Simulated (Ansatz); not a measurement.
**C2H7Ge: rigid scan of one bond length from a Python script**

How does the energy of C2H7Ge change as one bond is stretched? A script is to give a rigid scan of one bond length; the system is C2H7Ge. SMILES: [CH2][CH2][GeH3].

Computed with Ansatz 0.2.0 through its Python package. Level of theory: r2SCAN/def2-SVP.

### 1 The structure

Bond lengths: C1–C2 1.500 Å, C2–Ge3 1.914 Å, C1–H4 1.098 Å, C1–H5 1.127 Å, C2–H6 1.092 Å, C2–H7 1.103 Å, Ge3–H8 1.601 Å, Ge3–H9 1.528 Å, Ge3–H10 1.585 Å. Angles (14 of 15 angles, heavy atoms first): C1–C2–Ge3 107.7°, C1–C2–H6 109.4°, C1–C2–H7 112.4°, Ge3–C2–H6 109.2°, Ge3–C2–H7 107.9°, C2–C1–H4 109.6°, C2–C1–H5 111.5°, C2–Ge3–H8 111.3°, C2–Ge3–H9 111.8°, C2–Ge3–H10 110.6°, H6–C2–H7 110.1°, H4–C1–H5 102.6°, H8–Ge3–H9 107.5°, H8–Ge3–H10 107.9°.

No structure file is read: the coordinates are typed or built in the script.

### 2 The code

Contents of scan.py:

```python
import ansatz as az
import numpy as np

BASIS_SET = "def2-SVP"
XC = "r2scan"

GEOMETRY = """
C    -0.62000    0.21550   -1.37430
C    -0.73620   -0.07670    0.09280
Ge    1.03320   -0.33640    0.77620
H    -1.62120    0.35780   -1.80290
H    -0.12910    1.21290   -1.55940
H    -1.31500   -0.99180    0.23650
H    -1.19770    0.75540    0.65150
H     1.92610    0.97970    0.59430
H     1.75360   -1.48230    0.06660
H     0.98930   -0.68520    2.32170
"""


def main() -> None:
    geometry = az.Crystal.molecule()
    for line in GEOMETRY.strip().splitlines():
        symbol, *xyz = line.split()
        geometry = geometry.atom(symbol, [float(v) for v in xyz])

    symbols = [site.symbol for site in geometry.cartesian_sites]
    start = np.array([site.position_ang for site in geometry.cartesian_sites])
    axis = (start[9] - start[2]) / np.linalg.norm(start[9] - start[2])
    moving = [9]
    lengths, energies = [1.395, 1.458, 1.522, 1.585, 1.648, 1.712, 1.775, 1.87], []
    for length in lengths:
        xyz = start.copy()
        xyz[moving] += (length - np.linalg.norm(start[9] - start[2])) * axis
        point = az.Crystal.molecule()
        for symbol, xyz in zip(symbols, xyz):
            point = point.atom(symbol, xyz.tolist())
        base = (
            point.calculation()
            .basis(gaussian=BASIS_SET)
            .functional(XC)
            .spin("collinear", total=1)
            .accuracy("high")
            .scf(lower_state_search="off")
        )
        rep = base.run(threads=1).report
        energies.append(rep["free_energy_ev"])
        print(f"r = {length:6.3f} A  E = {energies[-1]:.5f} eV  <S^2> = {abs(rep['mean_field']['state']['spin_squared']):.3f}")

    fit = np.polynomial.Polynomial.fit(lengths, np.array(energies) - min(energies), 4).convert()
    roots = [r.real for r in fit.deriv().roots() if abs(r.imag) < 1e-9 and fit.deriv(2)(r.real) > 0]
    r_e = min(roots, key=lambda r: abs(r - lengths[int(np.argmin(energies))]))
    print(f"minimum of the fit at {r_e:.4f} A, force constant {fit.deriv(2)(r_e):.2f} eV/A^2")


if __name__ == "__main__":
    main()
```

### 3 The calls as engine input

The engine receives this input (first run):

```yaml
crystal:
  periodic: [false, false, false]
  atoms:
    - { symbol: C, position_ang: [-0.62, 0.2155, -1.3743] }
    - { symbol: C, position_ang: [-0.7362, -0.0767, 0.0928] }
    - { symbol: Ge, position_ang: [1.0332, -0.3364, 0.7762] }
    - { symbol: H, position_ang: [-1.6212, 0.3578, -1.8029] }
    - { symbol: H, position_ang: [-0.1291, 1.2129, -1.5594] }
    - { symbol: H, position_ang: [-1.315, -0.9918, 0.2365] }
    - { symbol: H, position_ang: [-1.1977, 0.7554, 0.6515] }
    - { symbol: H, position_ang: [1.9261, 0.9797, 0.5943] }
    - { symbol: H, position_ang: [1.7536, -1.4823, 0.0666] }
    - { symbol: H, position_ang: [0.9945619522551212, -0.6433920513306081, 2.1364529109273356] }
accuracy: high
basis:
  gaussian:
    orbitals: def2-SVP
hamiltonian:
  xc: r2scan
magnetization:
  spin_polarized: true
  initial_magnetization: 1.0
scf:
  lower_state_search: "off"
```

### 4 The run

Started as:

```sh
> python scan.py
```

Q: Predict the main results. Wanted: range of energy; lowest point, distance.

The runs gave:

```
                        quantity     value
bond length at the fit's minimum  1.5427 Å
                   runs compared         8
                 range of energy  0.564 eV
      lowest point, distance (Å)      1.52
```

What this shows: The lowest point, at 1.52, lies inside the range. The ends stand 0.222 and 0.564 eV above it. The distance scanned is the script's pair 2, 9. Caveats:
- The settings weren't tested for convergence.
- The rest of the molecule is held rigid at a force-field or estimated start geometry, and the basis set is modest; single-reference methods fail as a bond breaks.
- The species is open-shell (spin multiplicity 2).
